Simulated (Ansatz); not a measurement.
**WH+ (quintet): wave-function methods side by side at distance W1–H2 = 1.828 Å, def2-TZVPP**

An exercise on one series of results from a longer session: the logs are not shown, and one member is left open.

Computed with Ansatz 0.2.0, Gaussian basis. Level: def2-TZVPP, core rule «outside noble gas», up to 4 orbitals frozen.

Plan: UHF; CCSD(T) on ROHF; CCSD(T) on UHF; CCSDT(Q) on ROHF; CCSDT(Q) on UHF; CASSCF and MRCISD+Q, 6 electrons in 6 orbitals; CASSCF and NEVPT2, 6 electrons in 6 orbitals.

15 further runs of the same task are left out: 12 for a known fault of the program, 3 that didn't finish. Runs told in other sessions of the task aren't counted.

## The system

The geometry derives from a PBE0/def2-TZVP stationary point (not a proven minimum). One bond is set to the value named and the two fragments are kept rigid. No spin-orbit coupling is included. Elements past krypton take def2 core potentials.

2 atoms, charge 1, spin multiplicity 5.

Atoms are counted from 1 here; the program's logs count them from 0.

Bond lengths: W1–H2 1.828 Å.

Coordinates:

```xyz
2
charge 1, multiplicity 5
W     0.0000    0.0000    0.0000
H     0.0000    0.0000    1.8280
```

The first run:

Input file in.yaml:

```yaml
crystal:
  periodic: [false, false, false]
  atoms:
    - {symbol: W, position_ang: [0.000000, 0.000000, 0.000000]}
    - {symbol: H, position_ang: [0.000000, 0.000000, 1.828000]}
basis:
  gaussian: {orbitals: def2-TZVPP}
total_charge: 1
magnetization: {spin_polarized: true, initial_magnetization: 4}
hamiltonian: {xc: hf}
output: {orbitals: {seedname: orbitals}}
```

On the command line:

```console
ansatz run in.yaml --threads 1 --pin off --events-out ev --progress --plain --max-ram 2880MiB --backend cpu
```

Steps of the session up to this table: UHF; CCSD(T) on ROHF; CCSD(T) on UHF; CCSDT(Q) on ROHF; CCSDT(Q) on UHF; CASSCF and MRCISD+Q, 6 electrons in 6 orbitals; CASSCF and NEVPT2, 6 electrons in 6 orbitals.

One table of the session follows, with a row left open; its other results are not shown here.

| method | from RCCSDT(Q) (kJ/mol) |
| --- | --- |
| ROHF | +278.5 |
| UHF | +251.3 |
| RMP2 | +52.7 |
| UMP2 | +42.8 |
| RCCSD | +9.7 |
| UCCSD | -1.4 |
| RCCSD(T) | +1.8 |
| UCCSD(T) | -9.0 |
| RCCSDT | ? |
| UCCSDT | -10.9 |
| RCCSDT(Q) | 0 |
| UCCSDT(Q) | -11.1 |
| CASSCF pair | +209.8 |
| NEVPT2 pair | +58.1 |
| MRCISD pair | +10.5 |
| MRCISD+Q pair | +2.5 |

Q: Estimate the row for RCCSDT from the others.

As computed: from RCCSDT(Q) (kJ/mol): +0.2. In the column «from RCCSDT(Q) (kJ/mol)» it lies between RCCSDT(Q) (0) and RCCSD(T) (+1.8).

Caveats from the session: Restricted and unrestricted rows rest on different reference determinants; a gap between their highest levels can come from leftover correlation error, from unlike frozen cores or from another state.
